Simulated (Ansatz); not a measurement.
# HfB2 (AlB2 type): zero-pressure volume and bulk modulus with rPW86-PBE + rVV10

The task here is to estimate one member of a computed series from the others.

Computed with Ansatz 0.2.0 (DFT rPW86-PBE + rVV10, scalar-relativistic, plane waves, PAW, unless a step's input says otherwise).

1 further run of the same task is left out (set aside as unsound or not needed). Runs told in other sessions of the task aren't counted.

## Starting point

It takes space group P6/mmm (No. 191, hexagonal). Conventional cell: a = 3.143 Å, b = 3.143 Å, c = 3.473 Å, α = 90.00°, β = 90.00°, γ = 120.00°. Around Hf (site symmetry 6/mmm) lie 12 B at 2.51 Å. B (site symmetry -6m2) is surrounded by 3 B at 1.81 Å and 6 Hf at 2.51 Å.

Structure file:

```cif
data_structure
_symmetry_space_group_name_H-M 'P 1'
_symmetry_Int_Tables_number 1
_cell_length_a 3.1433
_cell_length_b 3.1433
_cell_length_c 3.4726
_cell_angle_alpha 90.000
_cell_angle_beta 90.000
_cell_angle_gamma 120.000
_cell_volume 29.71
loop_
_atom_site_label
_atom_site_type_symbol
_atom_site_fract_x
_atom_site_fract_y
_atom_site_fract_z
_atom_site_occupancy
Hf1 Hf 0.00000 0.00000 0.00000 1
B1 B 0.33333 0.66667 0.50000 1
B2 B 0.66667 0.33333 0.50000 1
```

An earlier run on this cell at PBE gave 1.25 GPa at 9.905 Å³/atom (8×8×8 mesh), metallic.

Set-up of the first run:

Input file input.yaml:

```yaml
crystal:
  lattice:
    - [3.1433302003, 0.0, 0.0]
    - [-1.5716651001, 2.7222038059, 0.0]
    - [0.0, 0.0, 3.472647553]
  atoms:
    - { symbol: Hf, position: [0.0, 0.0, 0.0] }
    - { symbol: B, position: [0.3333333333, 0.6666666667, 0.5] }
    - { symbol: B, position: [0.6666666667, 0.3333333333, 0.5] }
basis:
  ecutwfc: 420
  ecutrho_ratio: 4
kpoints:
  mp_grid: { grid: [8, 8, 8] }
hamiltonian:
  xc: { exchange: rpw86, correlation: pbe }
  dispersion: rvv10
scf:
  occupations: { method: gaussian, width: 0.05 }
output:
  forces: true
  stress: true
  eigenvalues: true
relax:
  f_tol: 0.02
  max_steps: 40
  cell: { stress_tol: 0.2, fix: [volume] }
```

Started as:

```console
> ansatz run input.yaml --threads 4 --pin off --max-ram 8192MiB --backend cpu --events-out ev --progress --plain --runs-dir out
```

Among the steps run: At the given cell; Stepping to 10.092 Å³/atom; Stepping to 10.016 Å³/atom; Volume × 0.98 of the new zero; Volume × 1.02 of the new zero; Volume × 0.96 of the new zero; Volume × 1.04 of the new zero.

One table of the session follows, with a row left open; its other results are not shown here.

It belongs to the step «Energy and pressure against volume». 

```
volume (Å³/atom)  energy (meV/atom)  pressure (GPa)
           9.616              13.22           10.93
           9.816               3.18            5.20
          10.016               0.00            0.00
          10.217                  ?               ?
          10.417              11.56           -8.95
```

**Question.** Estimate the row for volume (Å³/atom) = 10.217.

Worked estimate for «energy (meV/atom)». A straight line through the neighbours (10.016, 0.00) and (10.417, 11.56) gives 0.00 + (11.56 − 0.00) × (10.217 − 10.016) / (10.417 − 10.016) = 5.79; a parabola fitted to 3 rows on both sides gives 2.80.

As computed: energy (meV/atom): 2.98; pressure (GPa): -4.69. In «energy (meV/atom)» the line misses by +2.81 and the parabola by -0.18.
